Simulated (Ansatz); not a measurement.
# Ir (fcc type): how the settings move a single-point run

Aim: see which settings change the result for Ir (fcc type), by how much, and at what cost.

Method: reference: DFT, PBEsol, norm-conserving pseudopotentials, Ansatz's default files, scalar-relativistic, in Ansatz 0.2.0.

1 further run of the same task is left out (set aside as unsound or not needed). Runs told in other sessions of the task aren't counted.

**1. The structure to begin with**

It takes space group Fm-3m (No. 225, cubic). Conventional cell: a = 3.615 Å, b = 3.615 Å, c = 3.615 Å, α = 90.00°, β = 90.00°, γ = 90.00°. Ir (site symmetry m-3m) is surrounded by 12 Ir at 2.56 Å.

Structure file:

```xyz
1
Lattice="0.0000 1.8077 1.8077 1.8077 0.0000 1.8077 1.8077 1.8077 0.0000" Properties=species:S:1:pos:R:3 pbc="T T T"
Ir    0.0000    0.0000    0.0000
```

**2. Baseline**

input.yaml reads:

```yaml
crystal:
  lattice:
    - [0.0, 1.8076625852, 1.8076625852]
    - [1.8076625852, 0.0, 1.8076625852]
    - [1.8076625852, 1.8076625852, 0.0]
  atoms:
    - { symbol: Ir, position: [0.0, 0.0, 0.0] }
kpoints:
  mp_grid: { grid: [19, 19, 19] }
scf:
  occupations: { method: fermi_dirac, width: 0.1 }
hamiltonian:
  xc: pbesol
  pseudopotentials: { kind: nc }
output:
  forces: true
  stress: true
  eigenvalues: true
```

Command:

```
$ ansatz run input.yaml --threads 1 --pin off --max-ram 2048MiB --backend cpu --events-out ev --progress --plain --runs-dir out
```

From the output:

```text
[...]
Basis set: ecut = 925.187132 eV, 749 PW (Γ), exchange–correlation on 54×54×54 points (8 copies of the dense FFT grid, shifted against one another)
[...]
k-points: 220 of 6859
[...]
SCF iter   1: F=—  HF=-3125.155356 eV  |F-HF|=—  |Δ(HF+E_count)|=         —  Δρ=5.30e-2  dr2=1.91e-1  ethr=3.10e-3  ⟨swp⟩=5.0  Hψ=15744  notcnv=0
preconditioner: auto → none  [metal: Δε(μ)=0.012 eV  Ē_g=16.524 eV  σ=0.100 eV  W_gap=0.03  n_scr=0 (ndim 8)  ℏωp=32.4 eV  f_vac=0.000  D(μ)=0.85/eV (n_scr^D=14)]
SCF iter   2: F=—  HF=-3125.091283 eV  |F-HF|=—  |Δ(HF+E_count)|=   6.41e-2  Δρ=1.90e-2  dr2=7.94e-3  ethr=1.12e-3  ⟨swp⟩=3.0  Hψ=7029  notcnv=0
[...]
SCF iter   5: F=—  HF=-3125.090744 eV  |F-HF|=—  |Δ(HF+E_count)|=   1.38e-6  Δρ=8.22e-5  dr2=1.12e-7  ethr=3.40e-8  ⟨swp⟩=2.0  Hψ=4734  notcnv=0
SCF iter   6: F=-3125.090744 eV  HF=-3125.090744 eV  |F-HF|=2.32e-9  |Δ(HF+E_count)|=   5.66e-9  Δρ=8.18e-6  dr2=3.16e-9  ethr=5.88e-10  ⟨swp⟩=5.2  Hψ=13116  notcnv=0
[...]
SCF converged after 6 iterations
Free energy (F): -3125.090744 eV
[...]
E sigma→0 (E₀):  -3125.077122 eV
[...]
Fermi energy:    32.104469 eV
[...]
  P = ⅓ Tr σ = 102.4363 GPa (1024.363 kbar)
[...]
```

It took 4.9 s on 1 thread of Arm Neoverse V1, shared host; peak memory 0.31 GiB.

**3. Changed: dr2_threshold 1.0e-06**

input.yaml, as its differences from that of step 2:

```diff
@@ -11,2 +11,3 @@
   occupations: { method: fermi_dirac, width: 0.1 }
+  convergence: { dr2_threshold: 1.0e-06 }
 hamiltonian:
```

Command:

```
$ ansatz run input.yaml --threads 1 --pin off --max-ram 2048MiB --backend cpu --events-out ev --progress --plain --runs-dir out
```

The log of the run:

```text
Warning: scf.convergence.dr2_threshold = 1e-6 eV is looser than this run's default, which is 1e-7 eV or tighter. The error in the forces grows as the threshold's square root, so leave the key out unless less accurate forces are enough
Warning: output.stress: scf.convergence.dr2_threshold = 1e-6 eV is looser than the 1e-10 eV advised for a printed stress (1e-10 eV for each atom of the cell: 1). What an SCF threshold leaves in a stress goes as its square root, and in the free energy as the threshold itself, and one threshold admits the most on a small cell: of the crystals measured, under no hybrid functional and no lock of the moments, on runs that ended without the residual-converged pass, on stresses that held no estimate of that error, the worst erred by over 100 MPa in a component at 1e-7 eV an atom and by under 5 at 1e-10. Set scf.convergence.dr2_threshold to 1e-10 eV or tighter. The threshold is an SCF's pass mark: one that does not reach it within its budget of iterations ends unconverged, or closes short of it on a stop that the run arms, and scf.convergence.dr2_threshold's page says what that costs each kind of run
Engine: ansatz 0.2.0
Pseudopotentials: kind: nc
Pseudopotential: Ir, nc, valence charge 17, recommended cutoff 925.187132 eV (normal), Ir.nc.azcp (PseudoDojo's, or run here from an input of PseudoDojo's: the run reads no file of this project's for it)
Functional definition: PBEsol
  exchange = pbesol_x
  correlation = pbesol_c
Crystal: 1 atoms, lattice volume = 11.814 Å³
Basis set: ecut = 925.187132 eV, 749 PW (Γ), exchange–correlation on 54×54×54 points (8 copies of the dense FFT grid, shifted against one another)
Bands: 13, of which v1, the nominal top of the filled ones, is band 9 counted from 1 (8 counted from 0)
Symmetry: 48 space group operations
Space group: Fm-3m (ITA 225), of the structure as read, at distance tolerance 2.3e-5 Å
k-points: 220 of 6859
Non-local potential: Ir, projectors of the file, l = 0: 2, l = 1: 2, l = 2: 2, l = 3: 2
Initial density: superposition of atomic densities (chi_scale 0.1, normalization cell)
Initial wavefunctions: pseudopotential atomic-orbital guess
Functional: x = pbesol(κ = 0.804, μ = 0.12345679012345678), c = pbesol(β = 0.046)
SCF iter   1: F=—  HF=-3125.155356 eV  |F-HF|=—  |Δ(HF+E_count)|=         —  Δρ=5.30e-2  dr2=1.91e-1  ethr=3.10e-3  ⟨swp⟩=5.0  Hψ=15744  notcnv=0
preconditioner: auto → none  [metal: Δε(μ)=0.012 eV  Ē_g=16.524 eV  σ=0.100 eV  W_gap=0.03  n_scr=0 (ndim 8)  ℏωp=32.4 eV  f_vac=0.000  D(μ)=0.85/eV (n_scr^D=14)]
SCF iter   2: F=—  HF=-3125.091283 eV  |F-HF|=—  |Δ(HF+E_count)|=   6.41e-2  Δρ=1.90e-2  dr2=7.94e-3  ethr=1.12e-3  ⟨swp⟩=3.0  Hψ=7029  notcnv=0
SCF iter   3: F=—  HF=-3125.090753 eV  |F-HF|=—  |Δ(HF+E_count)|=   5.29e-4  Δρ=7.33e-3  dr2=1.19e-3  ethr=4.67e-5  ⟨swp⟩=1.6  Hψ=3072  notcnv=0
SCF iter   4: F=—  HF=-3125.090746 eV  |F-HF|=—  |Δ(HF+E_count)|=   7.74e-6  Δρ=4.11e-4  dr2=5.77e-6  ethr=7.01e-6  ⟨swp⟩=1.3  Hψ=2918  notcnv=0
SCF iter   5: F=—  HF=-3125.090744 eV  |F-HF|=—  |Δ(HF+E_count)|=   1.37e-6  Δρ=8.50e-5  dr2=1.16e-7  ethr=5.88e-9  ⟨swp⟩=7.0  Hψ=16056  notcnv=0
SCF iter   6: F=-3125.090744 eV  HF=-3125.090744 eV  |F-HF|=2.21e-9  |Δ(HF+E_count)|=   6.74e-9  Δρ=1.14e-5  dr2=3.52e-9  ethr=6.83e-10  ⟨swp⟩=2.8  Hψ=10149  notcnv=0
SCF 1 converged in 6 iterations: F = -3125.090744 eV  dr2 = 3.52e-9
SCF converged after 6 iterations
Free energy (F): -3125.090744 eV
Harris-Foulkes:  -3125.090744 eV  (|F-HF|=2.21e-9)
Internal energy: -3125.063500 eV  (E = F + TS)
E sigma→0 (E₀):  -3125.077122 eV
Entropy (-TS):   -0.027245 eV (-27.245 meV/atom)
Fermi energy:    32.104475 eV
--- Per-component energies (eV) ---
  E_band       = 8.421820
  E_kinetic    = 885.819145
  E_local      = -1286.408546  (includes V_loc(G=0)·N_el)
  E_nonlocal   = 166.745374
  E_hartree    = 335.698149
  E_xc         = -588.165730
  E_vxc        = -429.128929  (∫ρ·V_xc dr)
  E_ewald      = -2638.751891
  E_smearing   = -0.027245  (= −TS)
  E_closure    = 0.000000  (closes the sum)
  Σ components = -3125.090744   (vs F -3125.090744, Δ=0.00e0)
--- Forces (eV/Å), atoms counted from 1 ---
  atom   1  Ir     0.00000000     0.00000000     0.00000000
  max |Σ_I F_I| component: 1.05e-30 eV/Å
--- Stress (GPa, compression-positive) ---
      102.436341      -0.000000       0.000000
        0.000000     102.436341       0.000000
        0.000000      -0.000000     102.436341
  P = ⅓ Tr σ = 102.4363 GPa (1024.363 kbar)
--- Band table (eV; the first three rows and the last of 220) ---
  k-point 0: bands = ["-61.5067", "-17.6388", "-17.6388", "-17.6388", "18.9453", "27.0111", "27.0111", "27.0111", "30.6004", "30.6004", "44.9827", "51.5432", "51.5432"]
  k-point 1: bands = ["-61.5027", "-17.6815", "-17.6443", "-17.6443", "19.0981", "26.9188", "27.0802", "27.0802", "30.5463", "30.5463", "45.2647", "50.9107", "51.8099"]
  k-point 2: bands = ["-61.4909", "-17.8042", "-17.6603", "-17.6603", "19.5377", "26.6830", "27.2643", "27.2643", "30.4211", "30.4211", "46.0430", "49.6201", "52.5893"]
  k-point 219: bands = ["-61.3055", "-18.6421", "-18.5856", "-18.1861", "23.9458", "25.4967", "26.1774", "29.7045", "34.1040", "41.3404", "42.3751", "43.3792", "47.7037"]
```

It took 5.7 s on 1 thread of Arm Neoverse V1, shared host; peak memory 0.31 GiB.

Energy and cycle count are those of the reference, so the change (convergence setting) left the result and the number of cycles as they were.

**4. Changed: n_extra_bands 8, hubbard.sites [{species: Ir, l: d, u_eff: 8.0}], hubbard.double_counting amf, dispersion d3bjatm**

input.yaml, as its differences from that of step 2:

```diff
@@ -11,2 +11,3 @@
   occupations: { method: fermi_dirac, width: 0.1 }
+  n_extra_bands: 8
 hamiltonian:
@@ -14,2 +15,4 @@
   pseudopotentials: { kind: nc }
+  hubbard: { sites: [{ species: Ir, l: d, u_eff: 8.0 }], double_counting: amf }
+  dispersion: d3bjatm
 output:
```

Command:

```
$ ansatz run input.yaml --threads 1 --pin off --max-ram 2048MiB --backend cpu --events-out ev --progress --plain --runs-dir out
```

The log of the run:

```text
scf.n_extra_bands = 8 over 9 filled bands (N_el = 17.0): the run solves 17 bands
Engine: ansatz 0.2.0
Pseudopotentials: kind: nc
Pseudopotential: Ir, nc, valence charge 17, recommended cutoff 925.187132 eV (normal), Ir.nc.azcp (PseudoDojo's, or run here from an input of PseudoDojo's: the run reads no file of this project's for it)
Functional definition: PBEsol
  exchange = pbesol_x
  correlation = pbesol_c
Crystal: 1 atoms, lattice volume = 11.814 Å³
Basis set: ecut = 925.187132 eV, 749 PW (Γ), exchange–correlation on 54×54×54 points (8 copies of the dense FFT grid, shifted against one another)
Bands: 17, of which v1, the nominal top of the filled ones, is band 9 counted from 1 (8 counted from 0)
Symmetry: 48 space group operations
Space group: Fm-3m (ITA 225), of the structure as read, at distance tolerance 2.3e-5 Å
k-points: 220 of 6859
Non-local potential: Ir, projectors of the file, l = 0: 2, l = 1: 2, l = 2: 2, l = 3: 2
Initial density: superposition of atomic densities (chi_scale 0.1, normalization cell)
Initial wavefunctions: pseudopotential atomic-orbital guess
Functional: x = pbesol(κ = 0.804, μ = 0.12345679012345678), c = pbesol(β = 0.046)
iter 1 solved again at ethr=1.12e-3 eV; its pass at ethr=3.10e-3 eV (dr2=1.91e-1 eV) is discarded
SCF iter   1: F=—  HF=-3125.869591 eV  |F-HF|=—  |Δ(HF+E_count)|=         —  Δρ=5.31e-2  dr2=1.91e-1  ethr=1.12e-3  ⟨swp⟩=2.0  Hψ=25161  notcnv=0
preconditioner: auto → none  [metal: Δε(μ)=0.011 eV  Ē_g=24.588 eV  σ=0.100 eV  W_gap=0.03  n_scr=0 (ndim 8)  ℏωp=32.4 eV  f_vac=0.000  D(μ)=0.85/eV (n_scr^D=14)]
SCF iter   2: F=—  HF=-3125.863217 eV  |F-HF|=—  |Δ(HF+E_count)|=   6.37e-3  Δρ=2.64e-2  dr2=1.35e-2  ethr=1.12e-3  ⟨swp⟩=2.9  Hψ=7016  notcnv=0
SCF iter   3: F=—  HF=-3125.926738 eV  |F-HF|=—  |Δ(HF+E_count)|=   6.35e-2  Δρ=1.50e-2  dr2=9.61e-3  ethr=7.93e-5  ⟨swp⟩=2.8  Hψ=6937  notcnv=0  defer=1
SCF iter   4: F=—  HF=-3125.945490 eV  |F-HF|=—  |Δ(HF+E_count)|=   1.88e-2  Δρ=6.48e-3  dr2=9.68e-4  ethr=5.66e-5  ⟨swp⟩=2.5  Hψ=4909  notcnv=0  defer=1
SCF iter   5: F=—  HF=-3125.951909 eV  |F-HF|=—  |Δ(HF+E_count)|=   6.42e-3  Δρ=4.20e-4  dr2=5.58e-6  ethr=5.69e-6  ⟨swp⟩=2.5  Hψ=6604  notcnv=0  defer=1
SCF iter   6: F=—  HF=-3125.951917 eV  |F-HF|=—  |Δ(HF+E_count)|=   7.75e-6  Δρ=3.73e-5  dr2=4.10e-8  ethr=5.88e-10  ⟨swp⟩=8.1  Hψ=23294  notcnv=0
SCF iter   7: F=-3125.951917 eV  HF=-3125.951917 eV  |F-HF|=4.43e-10  |Δ(HF+E_count)|=   1.23e-7  Δρ=3.48e-6  dr2=2.25e-10  ethr=2.41e-10  ⟨swp⟩=3.0  Hψ=12244  notcnv=0
SCF 1 converged in 7 iterations: F = -3125.951917 eV  dr2 = 2.25e-10
SCF converged after 7 iterations
Free energy (F): -3125.951917 eV
Harris-Foulkes:  -3125.951917 eV  (|F-HF|=4.43e-10)
Internal energy: -3125.932721 eV  (E = F + TS)
E sigma→0 (E₀):  -3125.942319 eV
Entropy (-TS):   -0.019196 eV (-19.196 meV/atom)
Fermi energy:    32.105198 eV
--- Per-component energies (eV) ---
  E_band       = 7.947807
  E_kinetic    = 886.004396
  E_local      = -1286.452761  (includes V_loc(G=0)·N_el)
  E_nonlocal   = 166.812030
  E_hartree    = 335.702323
  E_xc         = -588.216802
  E_vxc        = -429.188185  (∫ρ·V_xc dr)
  E_hubbard    = -0.316187  (on-site DFT+U / exact-exchange correction)
  E_vhub       = -0.632400  (the Hubbard potential's part of the band-sum identity)
  E_ewald      = -2638.751891
  E_disp       = -0.713829  (pairwise vdW)
  E_smearing   = -0.019196  (= −TS)
  E_closure    = 0.000000  (closes the sum)
  Σ components = -3125.951917   (vs F -3125.951917, Δ=0.00e0)
DFT+U double counting: amf (around mean field; hamiltonian.hubbard.double_counting)
--- Forces (eV/Å), atoms counted from 1 ---
  atom   1  Ir     0.00000000     0.00000000    -0.00000000
  max |Σ_I F_I| component: 4.77e-31 eV/Å
--- Stress (GPa, compression-positive) ---
       99.340063       0.000000      -0.000000
       -0.000000      99.340063       0.000000
        0.000000      -0.000000      99.340063
  P = ⅓ Tr σ = 99.3401 GPa (993.401 kbar)
--- Band table (eV; the first three rows and the last of 220) ---
  k-point 0: bands = ["-61.5053", "-17.6385", "-17.6385", "-17.6385", "18.9461", "27.5619", "27.5619", "27.5619", "29.7662", "29.7662", "44.9177", "51.5791", "51.5791", "51.5791", "57.7702", "70.5748", "70.5748"]
  k-point 1: bands = ["-61.5012", "-17.6811", "-17.6440", "-17.6440", "19.0990", "27.4686", "27.6298", "27.6298", "29.7137", "29.7137", "45.2005", "50.9481", "51.8455", "51.8455", "58.6049", "68.9709", "69.7455"]
  k-point 2: bands = ["-61.4893", "-17.8034", "-17.6599", "-17.6599", "19.5407", "27.2283", "27.7921", "27.7921", "29.6110", "29.6110", "45.9815", "49.6588", "52.6243", "52.6243", "60.4265", "66.1677", "67.6360"]
  k-point 219: bands = ["-61.3060", "-18.6351", "-18.5799", "-18.1959", "23.1432", "26.0113", "26.7012", "28.9529", "34.6490", "41.2959", "42.3739", "43.3549", "47.7522", "58.2256", "58.7612", "63.2517", "66.9286"]
Occupation matrices written to <dir>
```

It took 8.7 s on 1 thread of Arm Neoverse V1, shared host; peak memory 0.38 GiB.

Changing the band count, Hubbard U, double counting of the Hubbard term and dispersion term moves the energy by -861.2 meV/atom, and the pressure goes from 102.4 to 99.3 GPa. The U term adds an energy of its own, so the shift says nothing about which run is better. The dispersion term itself accounts for -713.8 meV/atom of it. Cost: 7 SCF cycles against 6, 8.7 s against 4.9 s.

**5. All runs together**

```tsv
run	ending	energy change	pressure (GPa)	gap (eV)	force (eV/Å)	cycles	time
reference	converged	0	102.4	0.00	0.00	6	4.9 s
1: dr2_threshold 1.0e-06	converged	0.0 meV/atom	102.4	0.00	0.00	6	5.7 s
2: n_extra_bands 8, hubbard.sites [{species: Ir, l: d, u_eff: 8.0}], hubbard.double_counting amf, dispersion d3bjatm	converged	-861.2 meV/atom (Hubbard term changed: no physical gain or loss) (dispersion and other settings together)	99.3	0.00	0.00	7	8.7 s
```

Residual by cycle in the longest SCF loop of each run; runs are numbered as in the table. The quantity is the density residual dr2, in eV.

```tsv
cycle	reference	run 1	run 2
1	0.191	0.191	0.191
2	0.00794	0.00794	0.0135
3	0.00119	0.00119	0.00961
4	5.8e-6	5.8e-6	9.7e-4
5	1.1e-7	1.2e-7	5.6e-6
6	3.2e-9	3.5e-9	4.1e-8
7	-	-	2.2e-10
```

**Reading.** «dr2_threshold 1.0e-06» leaves the energy as it was. A changed U is a change of model: its shifts are not errors of convergence. The structure is not at rest: the sound run finds 102 GPa, so these are no properties of the relaxed crystal. 
